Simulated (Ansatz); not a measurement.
# AlH6NOSi2: the cost of one run

Method: RKS B3LYP/def2-SVP, in Ansatz 0.2.0.

## (1) The system as given

Bond lengths: O1–Si2 1.655 Å, Si2–Si3 2.216 Å, Si3–N4 1.810 Å, Si3–Al5 2.315 Å, N4–Al5 1.943 Å, O1–H6 0.973 Å, Si2–H7 1.465 Å, Si2–H8 1.471 Å, Si3–H9 1.522 Å, N4–H10 0.977 Å, Al5–H11 1.567 Å. Angles (14 of 19 angles, heavy atoms first): O1–Si2–Si3 108.7°, Si2–Si3–N4 113.4°, Si2–Si3–Al5 117.0°, N4–Si3–Al5 54.5°, Si3–N4–Al5 76.1°, Si3–Al5–N4 49.4°, O1–Si2–H7 110.0°, O1–Si2–H8 111.3°, Si3–Si2–H7 108.7°, Si3–Si2–H8 107.8°, Si2–O1–H6 109.9°, Si2–Si3–H9 118.9°, N4–Si3–H9 107.1°, Al5–Si3–H9 123.6°.

Coordinates:

```xyz
11

O    -2.1829   -0.2639    0.2281
Si   -0.9195   -0.8315    1.1338
Si    0.9781   -0.1859    0.1897
N     1.0440    1.5910   -0.1480
Al    0.8332    0.7890   -1.9050
H    -2.1690   -0.6734   -0.6543
H    -0.9509   -2.2952    1.1742
H    -0.9525   -0.2843    2.4984
H     2.2950   -0.5642    0.8531
H     1.9503    1.9386   -0.0410
H     0.1394    0.7228   -3.3084
```

## (2) Relaxing end A

Contents of input.yaml:

```yaml
crystal:
  periodic: [false, false, false]
  atoms:
    - { symbol: O, position_ang: [-2.1829, -0.2639, 0.2281] }
    - { symbol: Si, position_ang: [-0.9195, -0.8315, 1.1338] }
    - { symbol: Si, position_ang: [0.9781, -0.1859, 0.1897] }
    - { symbol: "N", position_ang: [1.044, 1.591, -0.148] }
    - { symbol: Al, position_ang: [0.8332, 0.789, -1.905] }
    - { symbol: H, position_ang: [-2.169, -0.6734, -0.6543] }
    - { symbol: H, position_ang: [-0.9509, -2.2952, 1.1742] }
    - { symbol: H, position_ang: [-0.9525, -0.2843, 2.4984] }
    - { symbol: H, position_ang: [2.295, -0.5642, 0.8531] }
    - { symbol: H, position_ang: [1.9503, 1.9386, -0.041] }
    - { symbol: H, position_ang: [0.1394, 0.7228, -3.3084] }
basis:
  gaussian: { orbitals: def2-SVP }
hamiltonian:
  xc: b3lyp
relax:
  f_tol: 0.02
  max_steps: 50
```

Command:

```bash
ansatz run input.yaml --threads 2 --pin off --max-ram 3072MiB --backend cpu --events-out ev --progress --plain --runs-dir out
```

Q: Estimate wall time and peak memory on 2 threads of Intel Xeon 6975P-C (Granite Rapids), shared host.

About 24 s, with a peak of 0.28 GiB.
